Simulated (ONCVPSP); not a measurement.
**An ONCV potential for osmium, from input to tests**

Aim: build the potential from the settings below, then test how well it stands in for the atom: other configurations, scattering, ghost states and the plane-wave cutoff that it needs.

The numbers are computed with ONCVPSP 4.0.1.1 (patched build) (PBEsol, scalar-relativistic, spin-unpolarised reference atom).

## 1. Settings

Typed settings, in words:

- element: osmium (Os, Z = 76)
- type: optimised norm-conserving Vanderbilt (ONCV)
- frozen core: [Xe]
- valence charge: 22
- reference configuration: 4f14 5d6 6s1.75 6p0.25
- partial waves: 6s: rc 2.50 bohr, ncon 4, nbas 9, qcut 2.3 1/bohr, 2 projectors, debl 0.7 Ha; 6p: rc 3.55 bohr, ncon 4, nbas 7, qcut 2.3 1/bohr, 3 projectors, debl 3.3 Ha; 5d: rc 2.60 bohr, ncon 4, nbas 9, qcut 5.3 1/bohr, 2 projectors, debl 2.3 Ha; 4f: rc 1.00 bohr, ncon 4, nbas 8, qcut 19.4 1/bohr, 1 projector
- local potential: polynomial inside 0.65 bohr (lpopt 5, dvloc0 0 Ha)
- core correction: not asked for

The nodes and maxima of the atom's own shells, from an earlier all-electron run, set the scale for the radii.

All-electron outer shells of the reference configuration (PBEsol, scalar-relativistic, ld1.x):

```csv
shell,level (eV),outermost node (bohr),outermost maximum (bohr)
5s,-92.08,0.51,0.91
4f,-52.50,–,0.40
5p,-51.34,0.55,1.03
5d,-6.73,0.60,1.36
6s,-6.52,1.20,2.48
6p,-1.48,1.43,3.47
```

## 2. Generating the potential

The input, Os.dat:

```
# ATOM AND REFERENCE CONFIGURATION
# atsym  z   nc   nv     iexc    psfile
  Os 76.00   11    4  -116133      upf
#
#   n    l    f
    1    0    2.00
    2    0    2.00
    2    1    6.00
    3    0    2.00
    3    1    6.00
    3    2   10.00
    4    0    2.00
    4    1    6.00
    4    2   10.00
    5    0    2.00
    5    1    6.00
    4    3   14.00
    5    2    6.00
    6    0    1.75
    6    1    0.25
#
# PSEUDOPOTENTIAL AND OPTIMIZATION
# lmax
    3
#
#   l,   rc,      ep,       ncon, nbas, qcut
    0    2.50    0.00    4    9    2.30
    1    3.55    0.00    4    7    2.30
    2    2.60    0.00    4    9    5.30
    3    1.00    0.00    4    8   19.40
#
# LOCAL POTENTIAL
# lloc, lpopt,  rc(5),   dvloc0
    4    5    0.65    0.00
#
# VANDERBILT-KLEINMAN-BYLANDER PROJECTORs
# l, nproj, debl
    0    2    0.70
    1    3    3.30
    2    2    2.30
    3    1    1.50
#
# MODEL CORE CHARGE
# icmod, fcfact, rcfact
    0    0.00    0.00
#
# LOG DERIVATIVE ANALYSIS
# epsh1, epsh2, depsh
   -3.00    5.00    0.02
#
# OUTPUT GRID
# rlmax, drl
    6.00    0.01
#
# TEST CONFIGURATIONS
# ncnf
    4
# nvcnf
#   n    l    f
    4
    4    3   14.00
    5    2    6.00
    6    0    2.00
    6    1    0.00
#
    4
    4    3   14.00
    5    2    6.00
    6    0    1.00
    6    1    0.00
#
    4
    4    3   14.00
    5    2    6.00
    6    0    0.00
    6    1    0.00
#
    4
    4    3   14.00
    5    2    6.50
    6    0    1.50
    6    1    0.00
#
```

Launch:

```bash
$ oncvpsp.x < Os.dat > Os.out
```

What does the calculation give? Wanted: cutoffs for 1 and 0.1 mHa per electron, occupied waves; bound ghosts; GHOST(+) flags; largest test error; largest phase difference near zero energy, channels read.

**Answer**, as computed:

| quantity | value |
| --- | --- |
| cutoffs for 1 and 0.1 mHa per electron, occupied waves | 151 Ha and 165 Ha |
| bound ghosts | s at -924.89 eV, s at -176.17 eV, p at -423.03 eV |
| GHOST(+) flags | p at 130 eV, d at 55 eV |
| largest test error (AE − PS) | -2.9 meV, for 4f14 5d6 6s1 6p0 (1 test unsolved) |
| largest phase difference near zero energy, channels read | 0.022 rad |

A bound ghost (s, p) makes it unfit for use: electrons can fall into a state that the atom doesn't have. The worst unpolarised test, 4f14 5d6 6s1 6p0, is off by 2.9 meV on 8.4 eV; by total energies transferability rates as very good where solved. Atomic tests can pass in spite of a ghost, since they solve only for the levels asked. Of the tests 1 gave no usable energy difference, which is a warning in itself. By its cutoff, 151 Ha for the looser tolerance, it is very hard. At the looser tolerance the 4f wave is the slowest; 5d needs 11 Ha. Near zero energy the phases of the channels with partial waves agree within 0.022 rad. The program also flags highly localised states, GHOST(+) (p, d). Note that the frozen 5p shell (-51 eV) lies higher than the valence 4f shell (-52 eV). All of this concerns the isolated atom, not yet a solid.
